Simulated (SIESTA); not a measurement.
Here is a SIESTA 5.4.2 calculation.

The input Nb3Pd.fdf:

```
SystemName                      Nb3Pd
SystemLabel                     Nb3Pd
NumberOfSpecies                 2
NumberOfAtoms                   4
%block ChemicalSpeciesLabel
  1  46 Pd
  2  41 Nb
%endblock ChemicalSpeciesLabel

LatticeConstant                 1.0 Ang
%block LatticeVectors
     1.7225924500    -2.2173624700     0.0000000000
     1.7225924500     2.2173624700     0.0000000000
     0.0000000000     0.0000000000     9.0767139700
%endblock LatticeVectors
AtomicCoordinatesFormat         Fractional
%block AtomicCoordinatesAndAtomicSpecies
     0.0000000000     0.0000000000     0.0000000000  1  Pd
     0.5000000000     0.5000000000     0.2397943000  2  Nb
     0.0000000000     0.0000000000     0.5000000000  2  Nb
     0.5000000000     0.5000000000     0.7602057000  2  Nb
%endblock AtomicCoordinatesAndAtomicSpecies

%block kgrid.MonkhorstPack
   10   0   0  0.0
    0  10   0  0.0
    0   0   3  0.0
%endblock kgrid.MonkhorstPack
XC.Functional                   GGA
XC.Authors                      PBEsol
PAO.BasisSize                   DZP
PAO.EnergyShift                 0.003 Ry
Mesh.Cutoff                     800 Ry
OccupationFunction              FD
ElectronicTemperature           0.05 eV
MaxSCFIterations                120
SCF.MustConverge                false
SCF.Mixer.Method                Pulay
SCF.Mixer.Weight                0.25
SCF.Mixer.History               8
SCF.DM.Tolerance                5.0e-05
SCF.H.Tolerance                 1.0e-03 eV
WriteForces                     true
Charge.Mulliken                 end
BandLinesScale                  ReciprocalLatticeVectors
%block BandLines
    1    0.000000   0.000000   0.000000  \Gamma
   12    0.400880   0.400880   0.000000  X
    7    0.000000   0.500000   0.000000  S
    3    0.000000   0.500000   0.500000  R
    7    0.400880   0.400880   0.500000  A
   12    0.000000   0.000000   0.500000  Z
    3    0.000000   0.000000   0.000000  \Gamma
   12   -0.500000   0.500000   0.000000  Y
    3   -0.400880   0.599120   0.000000  X1
    3   -0.400880   0.599120   0.500000  A1
    3   -0.500000   0.500000   0.500000  T
    3   -0.500000   0.500000   0.000000  Y
    1    0.000000   0.000000   0.500000  Z
   12   -0.500000   0.500000   0.500000  T
%endblock BandLines
%block PAO.Basis
  Pd 5
  n=4 0 2
    2.827 0.000
  n=5 0 2
    8.651 0.000
  n=4 1 2
    3.241 0.000
  n=5 1 1
    8.651
  n=4 2 2
    5.842 0.000
  Nb 5
  n=4 0 2
    3.366 0.000
  n=5 0 2
    9.113 0.000
  n=4 1 2
    3.905 0.000
  n=5 1 1
    9.113
  n=4 2 2
    7.312 0.000
%endblock PAO.Basis
```

Potentials or basis: PseudoDojo 0.4 standard (PBEsol files), DZP (energy shift 0.003 Ry; two zetas on semicore shells).

Run with:

```console
$ siesta < Nb3Pd.fdf > Nb3Pd.out 2>&1
```

**Question.** Estimate the band gap on the k mesh.

**Answer.** None (metal or under the smearing width).

**Question.** What does it give for the pressure?

**Answer.** -5.3 GPa.

**Question.** Predict the largest force.

**Answer.** 0.016 eV/Å.

Forces in eV/Å, atoms in the order of the input:
```
Pd   0.000  0.000  0.000
Nb   0.000  0.000 -0.016
Nb   0.000  0.000  0.000
Nb   0.000  0.000  0.016
```

Caveat: the basis of atomic orbitals isn't converged, which shifts pressures, moduli and gaps.
